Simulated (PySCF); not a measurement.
# C3H9As: the cost of one run

Computed with PySCF 2.14.0, with density-fitted response routines of our own, on a single molecule in the gas phase. Atoms count from 0, in the outputs and in this text.

## (1) The starting structure

13 atoms, charge 0, multiplicity 1; geometry from: GFN2-xTB. The atoms were then displaced at random by about 0.01 Å, so the start is not that level's minimum.

Bonds of the start (Å): C0–C1 1.51, C1–As2 1.98, As2–C3 2.02, C0–H4 1.11, C0–H5 1.06, C0–H6 1.11, C1–H7 1.09, C1–H8 1.10, As2–H9 1.52, C3–H10 1.08, C3–H11 1.10, C3–H12 1.04.

## (2) Relaxing the molecule at PBE0-D3(BJ)/def2-SVP

Job settings and geometry (Å):

```
{"job": {"xc": "PBE0", "basis": "def2-SVP", "d3": "d3bj", "grid": 1, "shake": 0.01, "kind": "geom"}, "charge": 0, "multiplicity": 1}
C     -2.079820    -0.144360    -0.381320
C     -0.690020     0.383040    -0.145370
As     0.618150    -0.483960    -1.354870
C      2.284720     0.171080    -0.416630
H     -2.395330     0.044720    -1.432450
H     -2.163690    -1.184810    -0.192950
H     -2.805970     0.386580     0.261540
H     -0.382980     0.229370     0.894220
H     -0.644780     1.471660    -0.307570
H      0.600280    -1.803680    -0.603040
H      2.401600     1.216510    -0.648830
H      2.163000     0.074030     0.673920
H      3.100660    -0.377080    -0.749950
```

Command:

```sh
$ OMP_NUM_THREADS=1 python probes_run.py task.json out
```

One launch serves the whole session: the jobs run in the order shown.

Q: Estimate the wall time and peak memory of this first job on 1 thread of Arm Neoverse V1, shared host.

About 43 s, with a peak of 0.51 GiB.
